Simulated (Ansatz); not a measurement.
**C3H9B: energies up the ladder**

The task, for C3H9B: energies up the ladder.

Method: the levels named in each step, in Ansatz 0.2.0.

## 1. Starting point

Bond lengths: C1–B2 1.580 Å, B2–C3 1.580 Å, B2–C4 1.577 Å, C1–H5 1.090 Å, C1–H6 1.089 Å, C1–H7 1.087 Å, C3–H8 1.089 Å, C3–H9 1.087 Å, C3–H10 1.089 Å, C4–H11 1.091 Å, C4–H12 1.088 Å, C4–H13 1.088 Å. Angles (14 of 21 angles, heavy atoms first): C1–B2–C3 118.9°, C1–B2–C4 120.6°, C3–B2–C4 120.5°, B2–C1–H5 110.3°, B2–C1–H6 111.4°, B2–C1–H7 114.0°, B2–C3–H8 110.8°, B2–C3–H9 114.1°, B2–C3–H10 111.0°, B2–C4–H11 108.3°, B2–C4–H12 113.6°, B2–C4–H13 113.7°, H5–C1–H6 105.6°, H5–C1–H7 107.4°.

Structure file:

```xyz
13

C    -0.3729    1.5247    0.1249
B    -0.0106   -0.0090    0.0149
C     1.4969   -0.4505    0.1840
C    -1.1255   -1.0755   -0.3100
H     0.1158    2.0860   -0.6713
H    -0.0051    1.9548    1.0554
H    -1.4382    1.7338    0.0634
H     2.1287    0.0393   -0.5561
H     1.6581   -1.5220    0.0938
H     1.8873   -0.1414    1.1530
H    -1.1888   -1.1851   -1.3939
H    -0.9078   -2.0662    0.0829
H    -2.1188   -0.7871    0.0264
```

## 2. A rough first relaxation, PBE-D4/def2-SVP

input.yaml

```yaml
crystal:
  periodic: [false, false, false]
  atoms:
    - { symbol: C, position_ang: [-0.37294, 1.52474, 0.12485] }
    - { symbol: B, position_ang: [-0.01058, -0.00898, 0.01489] }
    - { symbol: C, position_ang: [1.49691, -0.45052, 0.18403] }
    - { symbol: C, position_ang: [-1.12545, -1.07554, -0.31001] }
    - { symbol: H, position_ang: [0.11577, 2.08604, -0.67128] }
    - { symbol: H, position_ang: [-0.0051, 1.95478, 1.05544] }
    - { symbol: H, position_ang: [-1.43823, 1.73378, 0.06341] }
    - { symbol: H, position_ang: [2.12873, 0.0393, -0.5561] }
    - { symbol: H, position_ang: [1.65805, -1.52203, 0.09379] }
    - { symbol: H, position_ang: [1.88726, -0.14142, 1.15299] }
    - { symbol: H, position_ang: [-1.18881, -1.18507, -1.39393] }
    - { symbol: H, position_ang: [-0.90778, -2.06622, 0.08294] }
    - { symbol: H, position_ang: [-2.11878, -0.78712, 0.02642] }
basis:
  gaussian: { orbitals: def2-SVP }
hamiltonian:
  xc: pbe
  dispersion: d4
relax:
  f_tol: 0.03
  max_steps: 200
```

Launch:

```console
$ ansatz run input.yaml --threads 4 --pin off --max-ram 10240MiB --backend cpu --events-out ev --progress --plain --runs-dir out
```

Further steps of the session: Relaxation, PBE0-D4/def2-TZVPP; Frequencies, PBE0-D4/def2-TZVPP; Single point, PBE-D4/def2-TZVPP; Single point, r2SCAN-D4/def2-TZVPP; Single point, B3LYP-D4/def2-TZVPP; Single point, wB97M-V/def2-TZVPP; Single point, B2PLYP/def2-TZVPP; Single point, LDA/def2-TZVPP; Single point, PBE0-D4/def2-SVP; Single point, PBE-D4/def2-SVP; Single point, CCSD(T)/def2-TZVPP; Single point, MP2/def2-QZVPP.

Before running it: what results should come out? Wanted: C1–B2 at PBE0-D4/def2-TZVPP; B2–C3 at PBE0-D4/def2-TZVPP; B2–C4 at PBE0-D4/def2-TZVPP; frequencies at PBE0-D4/def2-TZVPP; energy at CCSD(T)/CBS.

As calculated:

| quantity | value |
| --- | --- |
| C1–B2 at PBE0-D4/def2-TZVPP | 1.568 Å |
| B2–C3 at PBE0-D4/def2-TZVPP | 1.569 Å |
| B2–C4 at PBE0-D4/def2-TZVPP | 1.568 Å |
| frequencies at PBE0-D4/def2-TZVPP | 33 to 3126 cm⁻¹ |
| energy at CCSD(T)/CBS | -3929.124 eV |

**Reading.** No mode is imaginary, so the geometry is a minimum. These totals serve in differences with atoms or fragments at the same level; alone they don't rank the methods.
